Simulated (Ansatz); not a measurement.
Predict the output of the script below (Ansatz 0.2.0, Python API).

`freq.py`:
```python
"""Harmonic frequencies of FH2INPSi at its relaxed geometry."""

import itertools

import ansatz as az
from ase.data import atomic_numbers, covalent_radii
import numpy as np

geometry_ang = [
    ("F", (0.7967, -0.5975, 1.9216)),
    ("Si", (0.5309, -0.5202, 0.3343)),
    ("I", (0.017, -2.592, -0.7636)),
    ("N", (-0.727, 0.4815, 0.1139)),
    ("P", (0.3122, 1.4092, -0.6988)),
    ("H", (-1.055, 0.857, 1.0302)),
    ("H", (0.1865, 0.894, -1.9833)),
]
molecule = az.Crystal.molecule()
for symbol, xyz in geometry_ang:
    molecule = molecule.atom(symbol, xyz)

setup = molecule.calculation()
setup = setup.basis(gaussian="def2-SVP")
setup = setup.functional("B3LYP")
symbols = [site.symbol for site in molecule.cartesian_sites]
start = np.array([site.position_ang for site in molecule.cartesian_sites], dtype=float)
r = setup.relax(force_tolerance=0.003, max_steps=100).run(threads=1, pin="off").report
end = np.array(r["positions_ang"])

# pairs closer than 1.2 times the sum of covalent radii, before or after
radius = [covalent_radii[atomic_numbers[s]] for s in symbols]
span = lambda where, i, j: np.linalg.norm(where[i] - where[j])
bonded = [(i, j) for i, j in itertools.combinations(range(len(symbols)), 2) if min(span(start, i, j), span(end, i, j)) < 1.2 * (radius[i] + radius[j])]
print("pair        before    after (A)")
for i, j in bonded:
    print(f"{symbols[i]}{i}-{symbols[j]}{j}".ljust(10), f"{span(start, i, j):8.4f} {span(end, i, j):8.4f}")
for first, second in list(itertools.combinations(bonded, 2)):
    shared = set(first) & set(second)
    if shared and symbols[(j := shared.pop())] != "H":
        i, k = sorted((set(first) | set(second)) - {j})
        u, v = end[i] - end[j], end[k] - end[j]
        angle = np.degrees(np.arccos(np.clip(u @ v / np.linalg.norm(u) / np.linalg.norm(v), -1, 1)))
        print(f"final angle {symbols[i]}{i}-{symbols[j]}{j}-{symbols[k]}{k}: {angle:.2f} deg")

# frequencies need a stationary point, so they are taken at the relaxed geometry
minimum = az.Crystal.molecule()
for symbol, place in zip(symbols, end):
    minimum = minimum.atom(symbol, place.tolist())
vibrating = minimum.calculation()
vibrating = vibrating.basis(gaussian="def2-SVP")
vibrating = vibrating.functional("B3LYP")
vibrating = vibrating.phonons(temperatures=(298.15, 498.15, 100))
vib = vibrating.run(threads=1, pin="off").report["vibrations"]
sums = vib["harmonic_sums"]
modes = [m["omega_inv_cm"] for m in sums["modes_at_gamma"] if m["rigid_motion"] == "no"]
print("frequencies (1/cm):", " ".join(f"{w:.0f}" for w in modes))
print("imaginary modes:", sum(w < 0 for w in modes), " zero-point energy:", round(sums["zero_point_energy_ev"], 4), "eV")
print("T (K)   F_vib (eV)   S_vib (meV/K)   C_vib (meV/K)")
for row in zip(sums["temperatures_k"], sums["vibrational_free_energy_ev"], vib["entropy_ev_per_k"], vib["heat_capacity_ev_per_k"]):
    print(f"{row[0]:6.1f} {row[1]:11.4f} {1000 * row[2]:13.4f} {1000 * row[3]:15.4f}")

# all hydrogen replaced by deuterium
heavier = vibrating.phonons(masses={"H": 2.014102}).run(threads=1, pin="off").report["vibrations"]["harmonic_sums"]
print("deuterated (1/cm):", " ".join(f"{m['omega_inv_cm']:.0f}" for m in heavier["modes_at_gamma"] if m["rigid_motion"] == "no"))
print("zero-point energy falls by", round(sums["zero_point_energy_ev"] - heavier["zero_point_energy_ev"], 4), "eV")
```

```console
$ python freq.py
pair        before    after (A)
F0-Si1       1.6113   1.6204
Si1-I2       2.4004   2.4477
Si1-N3       1.6231   1.6724
Si1-P4       2.1995   2.2147
N3-P4        1.6128   1.8204
N3-H5        1.0432   1.0129
P4-H6        1.3897   1.4478
final angle F0-Si1-I2: 105.65 deg
final angle F0-Si1-N3: 118.61 deg
final angle F0-Si1-P4: 122.74 deg
final angle I2-Si1-N3: 121.37 deg
final angle I2-Si1-P4: 126.69 deg
final angle N3-Si1-P4: 53.68 deg
final angle Si1-N3-P4: 78.58 deg
final angle Si1-N3-H5: 151.78 deg
final angle Si1-P4-N3: 47.75 deg
final angle Si1-P4-H6: 96.27 deg
final angle P4-N3-H5: 129.38 deg
final angle N3-P4-H6: 100.55 deg
frequencies (1/cm): 100 167 204 227 267 342 509 619 695 850 910 968 1060 2243 3637
imaginary modes: 0  zero-point energy: 0.7934 eV
T (K)   F_vib (eV)   S_vib (meV/K)   C_vib (meV/K)
 298.1      0.7115        0.6332          0.6784
 398.1      0.6373        0.8482          0.8072
 498.1      0.5427        1.0393          0.8968
deuterated (1/cm): 96 150 194 220 230 338 457 556 583 665 758 854 1019 1613 2671
zero-point energy falls by 0.1486 eV
```

Notes:
- The frequencies are harmonic and unscaled, in a modest basis. The result belongs to the one conformer reached from this start, and soft torsions count as harmonic oscillators.
- def2 sets replace the cores of elements past krypton by effective core potentials.
- b3lyp holds the VWN-RPA fit, as in Gaussian; the form of ORCA and Turbomole is b3lyp5.
- The whole script took 4.8 min on 1 thread of Intel(R) Xeon(R) 6975P-C (Granite Rapids) (shared host), peak memory 0.34 GiB.

(Lines on the test bed's own set-up are left out of the output.)
